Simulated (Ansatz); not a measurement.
# Pd (Pd, diamond): the cost of one run

Method: DFT r2SCAN, plane waves (500 eV) with PAW, scalar-relativistic; the PAW data stem from PBE, with regenerated cores, in Ansatz 0.2.0.

## (1) The starting structure

It takes space group Fd-3m (No. 227, cubic). The conventional cell has a = 5.416 Å, b = 5.416 Å, c = 5.416 Å, α = 90.00°, β = 90.00°, γ = 90.00°. Pd (site symmetry -43m) has 4 Pd at 2.35 Å as nearest neighbours.

Structure file:

```xyz
2
Lattice="0.0000 2.7082 2.7082 2.7082 0.0000 2.7082 2.7082 2.7082 0.0000" Properties=species:S:1:pos:R:3 pbc="T T T"
Pd    0.6771    0.6771    0.6771
Pd    4.7394    4.7394    4.7394
```

Starting moments (μB): +0.5, -0.5.

## (2) Relaxing cell and atoms

File input.yaml:

```yaml
crystal:
  lattice:
    - [0.0, 2.7082278367, 2.7082278367]
    - [2.7082278367, 0.0, 2.7082278367]
    - [2.7082278367, 2.7082278367, 0.0]
  atoms:
    - { symbol: Pd, position: [0.125, 0.125, 0.125], spin: 0.5 }
    - { symbol: Pd, position: [0.875, 0.875, 0.875], spin: -0.5 }
hamiltonian:
  xc: r2scan
  pseudopotentials:
    kind: paw
    azcp:
      Pd: "pseudopotentials/Pd.paw.azcp"
basis:
  ecutwfc: 500
  fft_grid_basis: typed
kpoints:
  mp_grid: { grid: [10, 10, 10], shift: [0, 0, 0] }
magnetization:
  spin_polarized: true
scf:
  occupations: { method: fermi_dirac, width: 0.05 }
relax:
  max_steps: 60
  f_tol: 0.01
  cell: {}
```

On the command line:

```console
> ansatz run input.yaml --threads 1 --pin off --max-ram 3584MiB --backend cpu --events-out ev --progress --plain --runs-dir out
```

Q: Estimate wall time and peak memory on 1 thread of Intel Xeon Platinum 8259CL at 2.50GHz (Skylake/Cascade Lake), shared host.

About 4 min, with a peak of 0.63 GiB.
